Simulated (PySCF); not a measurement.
# FH5InN: the cost of one run

Programs: PySCF 2.14.0, with routines of our own; each step states its level. All values are computed. Atoms count from 0.

## (1) The starting structure

8 atoms, charge 0, multiplicity 1; geometry from: GFN2-xTB.

## (2) Geometry optimisation at PBE0-D3(BJ)/def2-SVP

Job settings and geometry (Å):

```
{"job": {"xc": "PBE0", "basis": "def2-SVP", "d3": "d3bj", "grid": 1, "maxiter": 30, "shake": 0.01, "kind": "geom"}, "charge": 0, "multiplicity": 1}
N      1.152960     0.020150     0.056370
In    -1.204900    -0.334950    -0.075830
F     -1.229780     1.639600    -0.010320
H      1.690290    -0.313600     0.840940
H      1.668110    -0.118940    -0.806520
H      1.030000     1.058260     0.170020
H     -1.595930    -1.039200     1.394480
H     -1.455600    -0.930470    -1.621600
```

Launch:

```
$ OMP_NUM_THREADS=1 python heavy_run.py task.json out
```

This one command runs all jobs of the session in turn.

Q: Estimate the wall time and peak memory of this first job on 1 thread of Intel Xeon Platinum 8488C, shared host.

About 16 s, with a peak of 0.34 GiB.
